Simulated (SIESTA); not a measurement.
Crystal: Cu3O2.

```
Cu O
1.0
    -2.02298    2.02298    3.67362
     2.02298   -2.02298    3.67362
     2.02298    2.02298   -3.67362
Cu O
3 2
Direct
  0.00000 0.00000 0.00000
  0.75000 0.25000 0.50000
  0.25000 0.75000 0.50000
  0.50000 0.00000 0.50000
  0.00000 0.50000 0.50000
```

The cell comes from a database or a generator and needn't be the stable form of this composition.

Base run:

| Quantity | Value |
| --- | --- |
| Program | SIESTA 5.4.2 |
| Functional | PBEsol |
| Potentials or basis | PseudoDojo 0.4 standard (PBEsol files) |
| Basis | DZP (energy shift 0.003 Ry; two zetas on semicore shells) |
| Grid cutoff | 800 Ry |
| Energy shift | 0.003 Ry |
| k mesh | 7 × 7 × 7 |
| Occupations | fermi-dirac, width 0.05 eV |
| Spin | no spin polarisation |
| Hubbard terms | Cu d U = 6 eV |

Its results: band gap on the k mesh none (metal or under the smearing width); pressure -3.4 GPa.

Q: The run is repeated on the same cell with these changes: hubbard terms from Cu d U = 6 eV to Cu d U = 2 eV. What comes out?

A: Band gap on the k mesh none (metal or under the smearing width); pressure -4.5 GPa.

Caveats: short orbitals over semicore shells can move pressures by several GPa; the basis of atomic orbitals isn't converged, which shifts pressures, moduli and gaps; an odd number of electrons without spin polarisation forces a metal; a magnetic or distorted state may lie lower; the run has no spin polarisation, though such a crystal can be magnetic; U without spin polarisation on a metal has little footing.
